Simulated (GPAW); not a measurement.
Crystal: HPbNO4.

```
CELL_PARAMETERS angstrom
4.27531 -0.00040 0.00636
-2.08399 5.20775 -0.04907
-2.12377 -1.86574 4.91491
ATOMIC_POSITIONS crystal
H 0.99073 0.03330 0.90994
Pb 0.50274 0.81989 0.14287
N 0.00838 0.47408 0.50265
O 0.99816 0.92741 0.02877
O 0.19467 0.73435 0.60852
O 0.81673 0.35882 0.24556
O 0.01381 0.33121 0.65217
```

The cell was built by a generator and needn't be a form met in nature.

Base run:

* Program: GPAW 26.7.0
* Functional: BLYP
* Potentials or basis: PAW data sets generated in the run's folder for this functional
* Cutoff: 800 eV
* Basis: pw
* k mesh: 6 × 4 × 4
* Occupations: fermi-dirac, width 0.05 eV
* Spin: no spin polarisation

Its results: band gap on the k mesh 2.83 eV, indirect (least direct gap 3.13 eV); pressure 2.0 GPa; largest force 0.539 eV/Å.

Problem. After a change of settings the same cell gave: band gap on the k mesh 3.15 eV, indirect (least direct gap 3.46 eV); pressure -3.7 GPa; largest force 0.768 eV/Å. Which change was it?
A. functional from BLYP to RPBE; potentials or basis from PAW data sets generated in the run's folder for this functional to the program's PAW data sets (release 1.2.1) made for this functional
B. functional from BLYP to SCAN; potentials or basis from PAW data sets generated in the run's folder for this functional to GPAW PAW data sets (gpaw-data 1.2.1)
C. functional from BLYP to revPBE; potentials or basis from PAW data sets generated in the run's folder for this functional to the program's PAW data sets (release 1.2.1) made for this functional

Solution. B.

Caveats: spin-orbit coupling is left out, which as a rule narrows the gap of such compounds by several tenths of an eV; the PAW data sets were made with another functional, which shifts forces and pressure a little (some runs).

Runs at the PBE level aren't shown here.
